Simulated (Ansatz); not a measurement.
Wanted: the native input for an Ansatz 0.2.0 run.

| Property | Result |
| --- | --- |
| Task | single point |
| Functional | PBEsol |
| Potentials or basis | Ansatz PAW |
| Cutoff | 420 eV (not typed: the program's choice for these potentials) |
| k mesh | 7 × 7 × 3 |
| Occupations | fermi-dirac, width 0.05 eV |
| Spin | collinear spin, random start |
| Starting moments | [0.0, 0.0, 0.0, 0.0, -0.25, 2.59, 0.0, 0.0] μB |

LaFeAsO:

```
La As Fe O
1.0
     4.03533    0.00000    0.00000
     0.00000    4.03533    0.00000
     0.00000    0.00000    8.74090
La As Fe O
2 2 2 2
Direct
  0.00000 0.50000 0.85846
  0.50000 0.00000 0.14154
  0.00000 0.50000 0.34880
  0.50000 0.00000 0.65120
  0.50000 0.50000 0.50000
  0.00000 0.00000 0.50000
  0.50000 0.50000 0.00000
  0.00000 0.00000 0.00000
```

These files were run (other wordings do the same):

input.yaml

```yaml
crystal:
  lattice:
    - [4.03533, 0.0, 0.0]
    - [0.0, 4.03533, 0.0]
    - [0.0, 0.0, 8.7409]
  atoms:
    - { symbol: La, position: [0.0, 0.5, 0.85846] }
    - { symbol: La, position: [0.5, 0.0, 0.14154] }
    - { symbol: As, position: [0.0, 0.5, 0.3488] }
    - { symbol: As, position: [0.5, 0.0, 0.6512] }
    - { symbol: Fe, position: [0.5, 0.5, 0.5], spin: -0.25 }
    - { symbol: Fe, position: [0.0, 0.0, 0.5], spin: 2.59 }
    - { symbol: O, position: [0.5, 0.5, 0.0] }
    - { symbol: O, position: [0.0, 0.0, 0.0] }
hamiltonian:
  xc: pbesol
  pseudopotentials: { kind: paw }
magnetization:
  spin_polarized: true
kpoints:
  mp_grid: { grid: [7, 7, 3] }
scf:
  occupations: { method: fermi_dirac, width: 0.05 }
output:
  forces: true
  stress: true
  eigenvalues: true
```

Potentials or basis: Ansatz PAW.

Run with:

```console
$ ansatz run input.yaml --threads 4 --pin off --max-ram 11264MiB --backend cpu --events-out ev --progress --plain --runs-dir out
```

Results of the run:

| Quantity | Value |
| --- | --- |
| Pressure | -5.4 GPa |
| Largest force | 0.790 eV/Å |
| Band gap on the k mesh | none (metal or under the smearing width) |
| Net moment | 0.00 μB per cell |
| Absolute moment | 4.11 μB per cell |
| Site moments | La +0.00; As -0.00; Fe -1.82, +1.82; O +0.01, -0.01 μB |

Caveat: semilocal functionals often make such compounds metallic where correlation or magnetic order opens a gap, which also shifts bond lengths; the PAW data sets come from PBE, with cores solved anew for the run's functional, which leaves a small shift of forces and pressure; the starting moments weren't kept.

Wall time 14 s on 4 threads of AMD EPYC 9R14 (Zen 4), with other jobs on the host, peak memory 0.72 GiB.
